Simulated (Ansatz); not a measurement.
**ClGaH₃NS: a ladder of functionals and wavefunction methods**

An exercise on one series of results from a longer session: the logs are not shown, and one member is left open.

Method: functionals in def2-TZVPP, the program's frozen cores in correlated methods; program: Ansatz 0.2.0, Gaussian basis.

Levels to be run: LDA (SPW92), PBE-D4, revPBE-D4, BLYP-D4, r2SCAN-D4, B97M-V, PBE0-D4, B3LYP-D4, r2SCANh-D4, r2SCAN0-D4, HSE06-D4, BHLYP-D4, CAM-B3LYP-D4, LC-ωPBE, ωB97X-V, ωB97M-V, B2PLYP, PBE-QIDH; CCSD(T)/def2-SVP; CCSD(T)/def2-TZVPP; MP2/def2-QZVPP; extrapolation to the limit; RPA on PBE.

## Structure used throughout

The geometry comes from an earlier relaxation with PBE0-D4 in a triple-zeta def2 set; it is a stationary point, not always the lowest conformer.

SMILES `[NH2][Ga]([SH])[Cl]`, 7 atoms, charge 0, spin multiplicity 1.

Atoms are counted from 1 here; the program's logs count them from 0.

Bond lengths: N1–Ga2 1.799 Å, N1–H5 1.005 Å, N1–H6 1.005 Å, Ga2–S3 2.186 Å, Ga2–Cl4 2.141 Å, S3–H7 1.343 Å. Angles: Ga2–N1–H5 121.9°, Ga2–N1–H6 123.5°, H5–N1–H6 112.9°, N1–Ga2–S3 123.4°, N1–Ga2–Cl4 117.5°, S3–Ga2–Cl4 119.1°, Ga2–S3–H7 92.5°.

Set-up of the first run:

The input, in.yaml:

```yaml
crystal:
  periodic: [false, false, false]
  atoms:
    - {symbol: N, position_ang: [-0.767415, 1.322178, -0.038913]}
    - {symbol: Ga, position_ang: [0.020467, -0.293073, -0.113690]}
    - {symbol: S, position_ang: [1.900353, -0.761901, 0.899410]}
    - {symbol: Cl, position_ang: [-0.922682, -1.797464, -1.310428]}
    - {symbol: H, position_ang: [-1.676519, 1.489393, -0.434132]}
    - {symbol: H, position_ang: [-0.465230, 2.058992, 0.574071]}
    - {symbol: H, position_ang: [1.911036, -2.018115, 0.423683]}
basis:
  gaussian: {orbitals: def2-TZVPP}
hamiltonian: {xc: lda}
output: {orbitals: {seedname: orbitals}}
```

Among the steps run: LDA; PBE-D4 (GGA); revPBE-D4 (GGA); BLYP-D4 (GGA); r2SCAN-D4 (meta-GGA); B97M-V (meta-GGA); PBE0-D4 (hybrid); B3LYP-D4 (hybrid); r2SCANh-D4 (hybrid); r2SCAN0-D4 (hybrid); HSE06-D4 (hybrid); BHLYP-D4 (hybrid); CAM-B3LYP-D4 (range-separated); LC-ωPBE (range-separated); ωB97X-V (range-separated); ωB97M-V (range-separated); B2PLYP (double hybrid); PBE-QIDH (double hybrid).

One of the session's tables, all rows but one given; the rest of the session is left out.

It belongs to the step «Orbital energies across the functionals». 

| functional | HOMO (eV) | gap (eV) |
| --- | --- | --- |
| LDA (SPW92) | -6.44 | 4.55 |
| PBE-D4 | ? | ? |
| revPBE-D4 | -6.20 | 4.70 |
| BLYP-D4 | -6.11 | 4.53 |
| r2SCAN-D4 | -6.57 | 5.26 |
| B97M-V | -6.60 | 5.22 |
| PBE0-D4 | -7.60 | 6.91 |
| B3LYP-D4 | -7.34 | 6.33 |
| r2SCANh-D4 | -7.07 | 6.08 |
| r2SCAN0-D4 | -7.81 | 7.31 |
| HSE06-D4 | -7.20 | 6.14 |
| BHLYP-D4 | -8.77 | 8.95 |
| CAM-B3LYP-D4 | -8.96 | 9.22 |
| LC-ωPBE | -10.40 | 11.96 |
| ωB97X-V | -10.01 | 11.38 |
| ωB97M-V | -9.85 | 10.98 |

Q: Estimate the row for PBE-D4 from the others.

As computed: HOMO (eV): -6.26; gap (eV): 4.65. In the column «HOMO (eV)» it lies between LDA (SPW92) (-6.44) and revPBE-D4 (-6.20).
